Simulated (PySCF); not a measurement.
# C5H11FP2: the cost of one run

Programs: PySCF 2.14.0, with routines of our own; each step states its level. All values are computed. Atoms count from 0.

## Step 1: The starting structure

19 atoms, charge 0, multiplicity 1; geometry from: GFN2-xTB.

## Step 2: Magnetic properties: GIAO PBE0/pcSseg-1

Job settings and geometry (Å):

```
{"job": {"kind": "mag", "xc": "PBE0", "basis": "pcSseg-1", "isotopologues": 2}, "charge": 0, "multiplicity": 1}
C      3.588017     0.131869    -0.819275
C      2.255998     0.018699    -0.169031
F      1.918616    -1.257618     0.138429
P      1.241139     1.307459     0.195515
C     -0.187161     0.384905     0.943131
P     -1.056430    -0.615253    -0.376298
C     -1.918181     0.793008    -1.210406
C     -2.459549    -1.205613     0.676100
H      3.807326     1.176076    -1.025001
H      3.599174    -0.432753    -1.752963
H      4.363166    -0.283507    -0.173054
H      0.181940    -0.299555     1.710538
H     -0.876531     1.100750     1.401527
H     -2.604136     0.392511    -1.954626
H     -1.177454     1.410668    -1.716959
H     -2.472247     1.401774    -0.496890
H     -2.920471    -0.386031     1.226755
H     -2.089186    -1.953449     1.375052
H     -3.203834    -1.674689     0.035159
```

With the program's defaults for keys left out, this is: GIAO PBE0/pcSseg-1 magnetisability, rotational g tensor and spin-rotation constants, non-relativistic, gas phase.

Run with:

```
$ OMP_NUM_THREADS=1 python excited_run.py task.json out
```

This one command runs all jobs of the session in turn.

**Question.** How long does this first job take on 1 thread of Intel Xeon 6975P-C, shared host, and how much memory does it need?

About 33 s, with a peak of 0.93 GiB.
